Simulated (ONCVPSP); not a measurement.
# Pseudopotential generation for germanium: ONCV, PBE

Aim: build the potential from the settings below, then test how well it stands in for the atom: other configurations, scattering, ghost states and the plane-wave cutoff that it needs.

Program: ONCVPSP 4.0.1.1 (patched build). Reference atom: PBE, scalar-relativistic, spherical and spin-unpolarised. All values are calculated.

**1. Starting point**

The settings as typed:

```
element                 : germanium (Ge, Z = 32)
type                    : optimised norm-conserving Vanderbilt (ONCV)
frozen core             : [Ne] 3s2
valence charge          : 20
reference configuration : 3p6 3d10 4s2 4p2
partial waves           : 4s: rc 1.80 bohr, ncon 3, nbas 6, qcut 3.3 1/bohr, 3 projectors, debl 0.5 Ha; 3p+4p: rc 1.20 bohr, ncon 4, nbas 7, qcut 11.9 1/bohr, 3 projectors, debl 2.7 Ha; 3d: rc 0.75 bohr, ncon 5, nbas 10, qcut 24.3 1/bohr, 2 projectors, debl 2.3 Ha
local potential         : polynomial inside 0.50 bohr (lpopt 3, dvloc0 2 Ha)
core correction         : not asked for
```

The nodes and maxima of the atom's own shells, from an earlier all-electron run, set the scale for the radii.

All-electron outer shells of the reference configuration (PBE, scalar-relativistic, ld1.x):

```csv
shell,level (eV),outermost node (bohr),outermost maximum (bohr)
2p,-1198.71,–,0.14
3s,-168.49,0.26,0.54
3p,-115.62,0.23,0.54
3d,-29.31,–,0.50
4s,-11.73,0.77,1.75
4p,-3.90,0.82,2.22
```

**2. The generation run**

Contents of Ge.dat:

```
# ATOM AND REFERENCE CONFIGURATION
# atsym  z   nc   nv     iexc    psfile
  Ge 32.00    4    4        4      upf
#
#   n    l    f
    1    0    2.00
    2    0    2.00
    2    1    6.00
    3    0    2.00
    3    1    6.00
    3    2   10.00
    4    0    2.00
    4    1    2.00
#
# PSEUDOPOTENTIAL AND OPTIMIZATION
# lmax
    2
#
#   l,   rc,      ep,       ncon, nbas, qcut
    0    1.80    0.00    3    6    3.30
    1    1.20    0.00    4    7   11.90
    2    0.75    0.00    5   10   24.30
#
# LOCAL POTENTIAL
# lloc, lpopt,  rc(5),   dvloc0
    4    3    0.50    2.00
#
# VANDERBILT-KLEINMAN-BYLANDER PROJECTORs
# l, nproj, debl
    0    3    0.50
    1    3    2.70
    2    2    2.30
#
# MODEL CORE CHARGE
# icmod, fcfact, rcfact
    0    0.00    0.00
#
# LOG DERIVATIVE ANALYSIS
# epsh1, epsh2, depsh
   -6.00    5.00    0.04
#
# OUTPUT GRID
# rlmax, drl
    6.00    0.01
#
# TEST CONFIGURATIONS
# ncnf
    4
# nvcnf
#   n    l    f
    4
    3    1    6.00
    3    2   10.00
    4    0    2.00
    4    1    1.00
#
    4
    3    1    6.00
    3    2   10.00
    4    0    2.00
    4    1    0.00
#
    4
    3    1    6.00
    3    2   10.00
    4    0    1.00
    4    1    0.00
#
    4
    3    1    6.00
    3    2   10.00
    4    0    1.00
    4    1    3.00
#
```

The run is started by

```
$ oncvpsp.x < Ge.dat > Ge.out
```

The output, Ge.out (without the consistency checks and plot data):

```text
ONCVPSP  (Optimized Norm-Conservinng Vanderbilt PSeudopotential)
scalar-relativistic version 4.0.1.1, modified

#   n    l    f        energy (Ha)
    1    0    2.00    -4.0281571E+02
    2    0    2.00    -5.0412488E+01
    2    1    6.00    -4.4051811E+01
    3    0    2.00    -6.1919266E+00
    3    1    6.00    -4.2489733E+00
    3    2   10.00    -1.0771536E+00
    4    0    2.00    -4.3112376E-01
    4    1    2.00    -1.4315416E-01

Reference configufation results
  iterations    25
  all-electron total energy (Ha)   -2.09883316D+03

Begin loop to  construct optimized pseudo wave functions
and semi-local pseudopoentials for all angular momenta

   Wellstate for l =  0  n =  5
     eigenvalue =   0.0689
     asymptotic potential =   0.5689
     half-point radius =  9.7310

   Wellstate for l =  0  n =  6
     eigenvalue =   0.5689
     asymptotic potential =   1.0689
     half-point radius =  7.4666

Calculating optimized projector #   1

 for l=   0

    Fraction of norm inside rc  0.393893
    Optimizing pswf for qcut=   3.29 a_B^-1,  ecut=   5.41 Ha
    Residual kinetic energy error=  4.85D-03 Ha

    Energy error per electron        Cutoff
         Ha          eV             Ha
         0.01000     0.27211        4.51
         0.00100     0.02721       18.50
         0.00010     0.00272       31.00
         0.00001     0.00027       64.89

Calculating optimized projector #   2

 for l=   0

    Fraction of norm inside rc  0.066256
    Optimizing pswf for qcut=   3.29 a_B^-1,  ecut=   5.41 Ha
    Residual kinetic energy error=  1.45D-03 Ha

    Energy error per electron        Cutoff
         Ha          eV             Ha
         0.01000     0.27211        2.83
         0.00100     0.02721        5.82
         0.00010     0.00272       20.41
         0.00001     0.00027       44.23

Calculating optimized projector #   3

 for l=   0

    Fraction of norm inside rc  0.076193
    Optimizing pswf for qcut=   3.29 a_B^-1,  ecut=   5.41 Ha
    Residual kinetic energy error=  3.34D-03 Ha

    Energy error per electron        Cutoff
         Ha          eV             Ha
         0.01000     0.27211        4.07
         0.00100     0.02721        7.03
         0.00010     0.00272       17.72
         0.00001     0.00027       57.34

   Wellstate for l =  1  n =  5
     eigenvalue =   2.5568
     asymptotic potential =   3.0568
     half-point radius =  2.4135

Calculating optimized projector #   1

 for l=   1

    Fraction of norm inside rc  0.964727
    Optimizing pswf for qcut=  11.90 a_B^-1,  ecut=  70.79 Ha
    Residual kinetic energy error=  1.36D-06 Ha

    Energy error per electron        Cutoff
         Ha          eV             Ha
         0.01000     0.27211       42.58
         0.00100     0.02721       52.18
         0.00010     0.00272       59.65
         0.00001     0.00027       65.61

Calculating optimized projector #   2

 for l=   1

    Fraction of norm inside rc  0.035639
    Optimizing pswf for qcut=  11.90 a_B^-1,  ecut=  70.79 Ha
    Residual kinetic energy error=  3.63D-07 Ha

    Energy error per electron        Cutoff
         Ha          eV             Ha
         0.01000     0.27211       30.33
         0.00100     0.02721       42.73
         0.00010     0.00272       53.19
         0.00001     0.00027       61.58

Calculating optimized projector #   3

 for l=   1

    Fraction of norm inside rc  0.098802
    Optimizing pswf for qcut=  11.90 a_B^-1,  ecut=  70.79 Ha
    Residual kinetic energy error=  2.27D-06 Ha

    Energy error per electron        Cutoff
         Ha          eV             Ha
         0.01000     0.27211       37.60
         0.00100     0.02721       49.24
         0.00010     0.00272       58.85
         0.00001     0.00027       66.46

   Wellstate for l =  2  n =  4
     eigenvalue =   1.2228
     asymptotic potential =   1.7228
     half-point radius =  2.3048

Calculating optimized projector #   1

 for l=   2

    Fraction of norm inside rc  0.606701
    Optimizing pswf for qcut=  24.28 a_B^-1,  ecut= 294.69 Ha
    Residual kinetic energy error=  1.14D-07 Ha

    Energy error per electron        Cutoff
         Ha          eV             Ha
         0.01000     0.27211      171.34
         0.00100     0.02721      207.14
         0.00010     0.00272      236.26
         0.00001     0.00027      259.39

Calculating optimized projector #   2

 for l=   2

    Fraction of norm inside rc  0.072283
    Optimizing pswf for qcut=  24.28 a_B^-1,  ecut= 294.69 Ha
    Residual kinetic energy error=  4.85D-08 Ha

    Energy error per electron        Cutoff
         Ha          eV             Ha
         0.01000     0.27211      144.01
         0.00100     0.02721      186.55
         0.00010     0.00272      221.45
         0.00001     0.00027      249.35

Construct Vanderbilt / Kleinmman-Bylander projectors

B matrix Hermiticity error, ll=   0
   1   2    1.6109E-05
   1   3   -3.9194E-05
   2   3    9.0993E-06

  Orthonormal projector coefficients -3.4061E+03  1.6027E+01  1.6282E+00

B matrix Hermiticity error, ll=   1
   1   2    4.6081E-04
   1   3   -1.1082E-03
   2   3    1.1690E-04

  Orthonormal projector coefficients  2.9344E+01  7.9705E+00 -5.3528E-01

B matrix Hermiticity error, ll=   2
   1   2    4.2888E-04

  Orthonormal projector coefficients -2.6138E+01 -4.8989E+00

Pseudoatom total energy -231.015361

Diagnostic tests using Vanderbilt-Kleinman-Bylander pseudopotentials
  1 or more projectors used as specified by nproj input data

   l    rcore       rmatch      e in        delta e   norm test  slope test

   0   1.8083582   1.8632638  -0.4311238   0.0000501   1.0000516   1.0008826
   0   1.8083582   1.8632638   0.0688762   0.0001341   1.0001074   1.0001074
   0   1.8083582   1.8632638   0.5688762   0.0001238   1.0001647   1.0001647

   1   1.2039869   1.2405425  -4.2489733   0.0000279   1.0002622   1.0002575
   1   1.2039869   1.2405425  -0.1431542   0.0000191   1.0001414   1.0000496
   1   1.2039869   1.2405425   2.5568458   0.0003667   1.0003606   1.0003606

   2   0.7505529   0.7733413  -1.0771536  -0.0000547   1.0002339   1.0002141
   2   0.7505529   0.7733413   1.2228464  -0.0001372   1.0005377   1.0005377

 Testing for bound ghosts
   n   l    E NL Schr. Eq   E Basis Diag.   E Cutoff

       0                    -3335.993260     57.11  WARNING - GHOST(-)
       0                      -13.105240     57.11  WARNING - GHOST(-)
   1   0       -0.431074       -0.427161     57.11

   2   1       -4.248945       -4.248937    210.18
   3   1       -0.143135        0.044919    210.18

   3   2       -1.077208       -1.052329    983.20

 Testing for highly-localized positive-energy ghosts
       l    <radius>/rc     E Basis Diag.   E Cutoff

       0        0.511545       26.657769     57.11  WARNING - GHOST(+)

Test configuration 0

   n   l     f        eae           eps        diff
   1   0  2.0000 -402.81570560
   2   0  2.0000  -50.41248757
   2   1  6.0000  -44.05181077
   3   0  2.0000   -6.19192659
   3   1  6.0000   -4.24897334   -4.24894540    2.79D-05
   3   2 10.0000   -1.07715362   -1.07720836   -5.47D-05
   4   0  2.0000   -0.43112376   -0.43107370    5.01D-05
   4   1  2.0000   -0.14315416   -0.14313509    1.91D-05

    Total energies and differences
      AE_ref= -2.09883316D+03  AE_tst= -2.09883316D+03  dif=  0.00D+00
      PS_ref= -2.31015361D+02  PS_tst= -2.31015361D+02  dif= -1.65D-12
      PSP excitation error=  1.65D-12

Test configuration 1

   n   l     f        eae           eps        diff
   1   0  2.0000 -403.15060002
   2   0  2.0000  -50.74465659
   2   1  6.0000  -44.38432619
   3   0  2.0000   -6.52362329
   3   1  6.0000   -4.58069972   -4.58077335   -7.36D-05
   3   2 10.0000   -1.40818962   -1.40846183   -2.72D-04
   4   0  2.0000   -0.72980429   -0.72964826    1.56D-04
   4   1  1.0000   -0.41315242   -0.41309589    5.65D-05

    Total energies and differences
      AE_ref= -2.09883316D+03  AE_tst= -2.09855959D+03  dif=  2.74D-01
      PS_ref= -2.31015361D+02  PS_tst= -2.30741787D+02  dif=  2.74D-01
      PSP excitation error= -4.26D-06

Test configuration 2

   n   l     f        eae           eps        diff
   1   0  2.0000 -403.55957955
   2   0  2.0000  -51.14734444
   2   1  6.0000  -44.78776752
   3   0  2.0000   -6.92516083
   3   1  6.0000   -4.98220147   -4.98218306    1.84D-05
   3   2 10.0000   -1.80786425   -1.80827679   -4.13D-04
   4   0  2.0000   -1.07491036   -1.07451970    3.91D-04

    Total energies and differences
      AE_ref= -2.09883316D+03  AE_tst= -2.09799220D+03  dif=  8.41D-01
      PS_ref= -2.31015361D+02  PS_tst= -2.30174462D+02  dif=  8.41D-01
      PSP excitation error=  5.40D-05

Test configuration 3

   n   l     f        eae           eps        diff
   1   0  2.0000 -404.08879965
   2   0  2.0000  -51.66384468
   2   1  6.0000  -45.30535013
   3   0  2.0000   -7.44173834
   3   1  6.0000   -5.49827965   -5.49628235    2.00D-03
   3   2 10.0000   -2.31871468   -2.31723480    1.48D-03
   4   0  1.0000   -1.48670540   -1.48722562   -5.20D-04

    Total energies and differences
      AE_ref= -2.09883316D+03  AE_tst= -2.09671363D+03  dif=  2.12D+00
      PS_ref= -2.31015361D+02  PS_tst= -2.28895749D+02  dif=  2.12D+00
      PSP excitation error= -8.87D-05

Test configuration 4

   n   l     f        eae           eps        diff
   1   0  2.0000 -402.88231889
   2   0  2.0000  -50.47638987
   2   1  6.0000  -44.11572528
   3   0  2.0000   -6.25782971
   3   1  6.0000   -4.31469004   -4.31309557    1.59D-03
   3   2 10.0000   -1.14104686   -1.13941535    1.63D-03
   4   0  1.0000   -0.46624101   -0.46684987   -6.09D-04
   4   1  3.0000   -0.16843102   -0.16838851    4.25D-05

    Total energies and differences
      AE_ref= -2.09883316D+03  AE_tst= -2.09854017D+03  dif=  2.93D-01
      PS_ref= -2.31015361D+02  PS_tst= -2.30722054D+02  dif=  2.93D-01
      PSP excitation error= -3.23D-04
```

Run time: 4.6 s. Hardware: 1 thread of Neoverse-V2, shared host.

All-electron and pseudo partial waves u(r) = r·R(r), from the program's wave files:

```tsv
r (bohr)	3d AE	3d PS
0.090	0.1329	0.0587
0.180	0.4896	0.3571
0.270	0.8265	0.7855
0.360	1.0427	1.0828
0.450	1.1390	1.1758
0.540	1.1470	1.1573
0.630	1.1008	1.1013
0.720	1.0255	1.0253
0.810	0.9374	0.9372
0.900	0.8462	0.8460
0.990	0.7574	0.7573
1.080	0.6740	0.6738
1.170	0.5972	0.5971
1.260	0.5276	0.5275
1.350	0.4652	0.4650
1.440	0.4094	0.4093
1.530	0.3600	0.3599
1.620	0.3164	0.3163
1.710	0.2778	0.2777
1.800	0.2439	0.2438
1.890	0.2140	0.2139
1.980	0.1877	0.1876
2.070	0.1646	0.1645
2.160	0.1443	0.1442
2.250	0.1264	0.1264
2.340	0.1108	0.1107
```

**3. The configuration tests of the same run**

Excitation and ionisation energies from 3p6 3d10 4s2 4p2, with the error of the potential.

```tsv
valence configuration	charge	ΔE all-electron (eV)	error AE − PS (meV)
3p6 3d10 4s2 4p1	+1	7.444	-0.1
3p6 3d10 4s2 4p0	+2	22.883	+1.5
3p6 3d10 4s1 4p0	+3	57.675	-2.4
3p6 3d10 4s1 4p3	0	7.973	-8.8
```

**4. Scattering by logarithmic derivatives**

Taken from the files of the generation run. The phase is arctan(r·R′/R) of the radial function R, unwrapped, with energies in Ha. A pole is an energy at which the radial function vanishes at the test radius. The pseudo phase is shifted by a multiple of π to meet the all-electron one at the reference energy. Levels narrower than the energy grid can be missing from the poles. The last column is the largest difference on the grid between −0.5 and +0.5 Ha.

```tsv
channel	radius (bohr)	reference (Ha)	poles AE	poles PS	window around the reference with phases within 0.05 rad (Ha)	largest difference near zero (rad)
s	1.83	-0.43	1.65	1.65	below 4.2	0.000
p	1.22	-0.14	-3.78	-3.78	the whole range	0.000
d	0.76	-1.08	3.42	3.42	the whole range	0.000
```

Phases (rad) along the scan:

```tsv
E (Ha)	p AE	p PS	s AE	s PS
-5.96	1.023	1.023	1.378	1.363
-5.40	0.770	0.770	1.351	1.348
-4.84	-0.208	-0.208	1.330	1.328
-4.28	-1.300	-1.299	1.304	1.303
-3.72	-1.589	-1.589	1.269	1.269
-3.16	-1.714	-1.714	1.220	1.220
-2.60	-1.797	-1.797	1.144	1.144
-2.04	-1.868	-1.868	1.006	1.006
-1.48	-1.940	-1.940	0.699	0.699
-0.92	-2.024	-2.024	-0.093	-0.093
-0.36	-2.133	-2.132	-0.941	-0.941
0.20	-2.285	-2.285	-1.283	-1.283
0.76	-2.514	-2.514	-1.437	-1.437
1.32	-2.859	-2.859	-1.529	-1.529
1.88	-3.303	-3.303	-1.597	-1.597
2.44	-3.714	-3.714	-1.659	-1.659
3.00	-4.004	-4.004	-1.728	-1.729
3.56	-4.191	-4.191	-1.823	-1.828
4.12	-4.316	-4.316	-1.995	-2.026
4.68	-4.403	-4.403	-2.451	-2.687
```

**5. Convergence and ghost test**

Read off the output, the cutoffs (Ha) at which the residual kinetic energy of the hardest occupied pseudo-wave falls to 1 and 0.1 mHa per electron: 207 Ha and 236 Ha.

The program's own ghost test: GHOST(-) flagged for s at -90777.0 eV, s at -356.6 eV; GHOST(+) flagged for s at 725.4 eV.

Cutoff (Ha) at which the first wave of each channel reaches a given error (Ha per electron):

```tsv
error	s	p	d
1.0e-02	4.5	42.6	171.3
3.2e-03	6.1	47.5	190.2
1.0e-03	18.5	52.2	207.1
3.2e-04	25.6	56.0	222.5
1.0e-04	31.0	59.7	236.3
3.2e-05	44.5	62.8	248.5
1.0e-05	64.9	65.6	259.4
```

**6. Summary of results**

| quantity | value |
| --- | --- |
| cutoffs for 1 and 0.1 mHa per electron, occupied waves | 207 Ha and 236 Ha |
| bound ghosts | s at -90777.00 eV, s at -356.61 eV |
| GHOST(+) flags | s at 725 eV |
| largest test error (AE − PS) | -8.8 meV, for 3p6 3d10 4s1 4p3 |
| largest phase difference near zero energy, channels read | 0.000 rad |

It has a bound ghost (s), a state that the atom doesn't have, and that rules the file out. The worst unpolarised test, 3p6 3d10 4s1 4p3, is off by 8.8 meV on 8.0 eV; by total energies transferability rates as good. Atomic tests can pass in spite of a ghost, since they solve only for the levels asked. It counts as very hard, with 207 Ha needed at the looser tolerance. At the looser tolerance the 3d wave is the slowest; 3p needs 52 Ha. Near zero energy the phases of the channels with partial waves agree within 0.001 rad. The program also flags highly localised states, GHOST(+) (s).
